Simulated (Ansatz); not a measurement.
**CH₈B₃NS: a ladder of functionals and wavefunction methods**

The task here is to estimate one member of a computed series from the others.

Program: Ansatz 0.2.0, Gaussian basis. Level of theory: functionals in def2-TZVPP, the program's frozen cores in correlated methods. These are calculated values, not measurements.

Plan: LDA (SPW92), PBE-D4, revPBE-D4, BLYP-D4, r2SCAN-D4, B97M-V, PBE0-D4, B3LYP-D4, r2SCANh-D4, r2SCAN0-D4, HSE06-D4, BHLYP-D4, CAM-B3LYP-D4, LC-ωPBE, ωB97X-V, ωB97M-V, B2PLYP, PBE-QIDH; CCSD(T)/def2-SVP; CCSD(T)/def2-TZVPP; MP2/def2-QZVPP; extrapolation to the limit; RPA on PBE.

### Structure used throughout

All runs share one geometry, relaxed beforehand with PBE0-D4 in a triple-zeta def2 set.

14 atoms, charge 0, spin multiplicity 1.

Atoms are counted from 1 here; the program's logs count them from 0.

Bond lengths: B1–C2 1.533 Å, B1–H7 1.201 Å, B1–H8 1.370 Å, B1–H9 1.202 Å, C2–N3 1.287 Å, C2–B4 1.534 Å, N3–H10 1.011 Å, N3–H11 1.011 Å, B4–B5 1.686 Å, B4–H8 1.357 Å, B4–H12 1.205 Å, B5–S6 1.780 Å, B5–H13 1.198 Å, S6–H14 1.346 Å. Angles: C2–B1–H7 115.8°, C2–B1–H8 94.3°, C2–B1–H9 116.1°, H7–B1–H8 104.1°, H7–B1–H9 119.2°, H8–B1–H9 101.4°, B1–C2–N3 141.4°, B1–C2–B4 79.3°, N3–C2–B4 139.4°, C2–N3–H10 121.8°, C2–N3–H11 121.7°, H10–N3–H11 116.5°, C2–B4–B5 112.0°, C2–B4–H8 94.8°, C2–B4–H12 114.4°, B5–B4–H8 107.5°, B5–B4–H12 120.0°, H8–B4–H12 104.3° and more.

Set-up of the first run:

in.yaml reads:

```yaml
crystal:
  periodic: [false, false, false]
  atoms:
    - {symbol: B, position_ang: [-1.363371, -0.722691, 0.871920]}
    - {symbol: C, position_ang: [0.047806, -0.878532, 0.293602]}
    - {symbol: N, position_ang: [0.876353, -1.778044, -0.106461]}
    - {symbol: B, position_ang: [-0.034010, 0.646123, 0.439709]}
    - {symbol: B, position_ang: [-0.077834, 1.423098, -1.055793]}
    - {symbol: S, position_ang: [1.348826, 2.238175, -1.739571]}
    - {symbol: H, position_ang: [-1.500932, -1.063020, 2.015345]}
    - {symbol: H, position_ang: [-1.296617, 0.644324, 0.936531]}
    - {symbol: H, position_ang: [-2.271667, -0.879435, 0.100760]}
    - {symbol: H, position_ang: [1.794742, -1.538850, -0.455781]}
    - {symbol: H, position_ang: [0.640365, -2.760673, -0.094789]}
    - {symbol: H, position_ang: [0.637344, 1.097112, 1.332622]}
    - {symbol: H, position_ang: [-1.007963, 1.425059, -1.810328]}
    - {symbol: H, position_ang: [2.194060, 2.118255, -0.699066]}
basis:
  gaussian: {orbitals: def2-TZVPP}
hamiltonian: {xc: lda}
output: {orbitals: {seedname: orbitals}}
```

Among the steps run: LDA; PBE-D4 (GGA); revPBE-D4 (GGA); BLYP-D4 (GGA); r2SCAN-D4 (meta-GGA); B97M-V (meta-GGA); PBE0-D4 (hybrid); B3LYP-D4 (hybrid); r2SCANh-D4 (hybrid); r2SCAN0-D4 (hybrid); HSE06-D4 (hybrid); BHLYP-D4 (hybrid); CAM-B3LYP-D4 (range-separated); LC-ωPBE (range-separated); ωB97X-V (range-separated); ωB97M-V (range-separated); B2PLYP (double hybrid); PBE-QIDH (double hybrid).

One of the session's tables, all rows but one given; the rest of the session is left out.

It belongs to the step «Frontier levels by functional». 

```
  functional  HOMO (eV)  LUMO (eV)  gap (eV)
 LDA (SPW92)      -6.34      -2.68      3.66
      PBE-D4      -6.23      -2.49      3.75
   revPBE-D4          ?          ?         ?
     BLYP-D4      -6.12      -2.32      3.80
   r2SCAN-D4      -6.48      -2.30      4.18
      B97M-V      -6.58      -2.28      4.30
     PBE0-D4      -7.46      -1.56      5.90
    B3LYP-D4      -7.27      -1.74      5.53
  r2SCANh-D4      -6.93      -1.96      4.97
  r2SCAN0-D4      -7.62      -1.45      6.17
    HSE06-D4      -7.06      -1.94      5.12
    BHLYP-D4      -8.63      -0.44      8.19
CAM-B3LYP-D4      -8.82      -0.41      8.42
     LC-ωPBE     -10.15       0.67     10.82
     ωB97X-V      -9.80       0.63     10.42
     ωB97M-V      -9.64       0.50     10.15
```

Estimate the missing values for revPBE-D4.

As computed: HOMO (eV): -6.18; LUMO (eV): -2.41; gap (eV): 3.77. In the column «HOMO (eV)» it lies between PBE-D4 (-6.23) and BLYP-D4 (-6.12).
